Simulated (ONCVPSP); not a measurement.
**Pseudopotential generation for Lu: ONCV, PBE**

Task: generate the file, and judge it by its errors in other configurations, its logarithmic derivatives, its ghosts and its cutoff.

The numbers are computed with ONCVPSP 4.0.1 (PBE, scalar-relativistic, spin-unpolarised reference atom).

## Step 1: Starting point

Typed settings, in words:

- element: lutetium (Lu, Z = 71)
- type: optimised norm-conserving Vanderbilt (ONCV)
- frozen core: [Kr] 4d10
- valence charge: 25
- reference configuration: 4f14 5s2 5p6 5d1 6s1 6p1
- partial waves: 5s+6s: rc 1.60 bohr, ncon 4, nbas 8, qcut 5.8 1/bohr, 2 projectors; 5p+6p: rc 2.15 bohr, ncon 5, nbas 9, qcut 7.7 1/bohr, 2 projectors; 5d: rc 2.50 bohr, ncon 4, nbas 9, qcut 7.4 1/bohr, 2 projectors, debl 3.5 Ha; 4f: rc 0.90 bohr, ncon 4, nbas 8, qcut 22 1/bohr, 1 projector
- local potential: polynomial inside 0.75 bohr (lpopt 5, dvloc0 0 Ha)
- core correction: Teter function, fcfact 3.5, rcfact 1.7

The outer shells as boxes (Hund's rule for the drawing; the calculation is spin-unpolarised):

```
[Kr] core
4d [↑↓][↑↓][↑↓][↑↓][↑↓]
4f [↑↓][↑↓][↑↓][↑↓][↑↓][↑↓][↑↓]
5s [↑↓]
5p [↑↓][↑↓][↑↓]
5d [↑ ][  ][  ][  ][  ]
6s [↑ ]
6p [↑ ][  ][  ]
```

The nodes and maxima of the atom's own shells, from an earlier all-electron run, set the scale for the radii.

All-electron outer shells of the reference configuration (PBE, scalar-relativistic, ld1.x):

```csv
shell,level (eV),outermost node (bohr),outermost maximum (bohr)
4p,-359.63,0.25,0.47
4d,-193.37,0.23,0.48
5s,-62.53,0.57,1.04
5p,-33.12,0.61,1.19
4f,-11.08,–,0.47
6s,-5.50,1.41,3.00
5d,-2.84,0.68,1.80
6p,-1.98,1.72,4.21
```

## Step 2: The generation run

Input file Lu.dat:

```
# ATOM AND REFERENCE CONFIGURATION
# atsym  z   nc   nv     iexc    psfile
  Lu 71.00    9    6        4      upf
#
#   n    l    f
    1    0    2.00
    2    0    2.00
    2    1    6.00
    3    0    2.00
    3    1    6.00
    3    2   10.00
    4    0    2.00
    4    1    6.00
    4    2   10.00
    4    3   14.00
    5    0    2.00
    5    1    6.00
    5    2    1.00
    6    0    1.00
    6    1    1.00
#
# PSEUDOPOTENTIAL AND OPTIMIZATION
# lmax
    3
#
#   l,   rc,      ep,       ncon, nbas, qcut
    0    1.60    0.00    4    8    5.80
    1    2.15    0.00    5    9    7.70
    2    2.50    0.00    4    9    7.40
    3    0.90    0.00    4    8   22.00
#
# LOCAL POTENTIAL
# lloc, lpopt,  rc(5),   dvloc0
    4    5    0.75    0.00
#
# VANDERBILT-KLEINMAN-BYLANDER PROJECTORs
# l, nproj, debl
    0    2    1.00
    1    2    0.70
    2    2    3.50
    3    1    2.90
#
# MODEL CORE CHARGE
# icmod, fcfact, rcfact
    3    3.50    1.70
#
# LOG DERIVATIVE ANALYSIS
# epsh1, epsh2, depsh
   -4.00    5.00    0.02
#
# OUTPUT GRID
# rlmax, drl
    6.00    0.01
#
# TEST CONFIGURATIONS
# ncnf
    4
# nvcnf
#   n    l    f
    6
    4    3   14.00
    5    0    2.00
    5    1    6.00
    5    2    1.00
    6    0    2.00
    6    1    0.00
#
    6
    4    3   14.00
    5    0    2.00
    5    1    6.00
    5    2    1.00
    6    0    1.00
    6    1    0.00
#
    6
    4    3   14.00
    5    0    2.00
    5    1    6.00
    5    2    1.00
    6    0    0.00
    6    1    0.00
#
    6
    4    3   14.00
    5    0    2.00
    5    1    6.00
    5    2    0.00
    6    0    0.00
    6    1    0.00
#
```

Run with:

```
$ oncvpsp.x < Lu.dat > Lu.out
```

Before running it: what results should come out? Wanted: cutoffs for 1 and 0.1 mHa per electron, occupied waves; bound ghosts; GHOST(+) flags; largest test error; largest phase difference near zero energy, channels read; rms error of d²Exc/dn², without and with the model core.

The runs gave:

| quantity | value |
| --- | --- |
| cutoffs for 1 and 0.1 mHa per electron, occupied waves | 185 Ha and 204 Ha |
| bound ghosts | s at -381.26 eV, p at -48.98 eV |
| GHOST(+) flags | d at 200 eV |
| largest test error (AE − PS) | -5.9 meV, for 4f14 5s2 5p6 5d1 6s0 6p0 (1 test unsolved) |
| largest phase difference near zero energy, channels read | 0.002 rad |
| rms error of d²Exc/dn², without and with the model core | 3.49 and 2.08 mHa |

**Reading.** It has a bound ghost (s, p), a state that the atom doesn't have, and that rules the file out. The worst unpolarised test, 4f14 5s2 5p6 5d1 6s0 6p0, is off by 5.9 meV on 17.2 eV; by total energies transferability rates as good where solved. Atomic tests can pass in spite of a ghost, since they solve only for the levels asked. Of the tests 1 gave no usable energy difference, which is a warning in itself. By its cutoff, 185 Ha for the looser tolerance, it is very hard. At the looser tolerance the 4f wave is the slowest; 5s needs 17 Ha. Near zero energy the phases of the channels with partial waves agree within 0.002 rad. The pseudo curves have a pole with no partner nearby in the atom's: p at -1.80 Ha. The program also flags highly localised states, GHOST(+) (d). All of this concerns the isolated atom, not yet a solid.
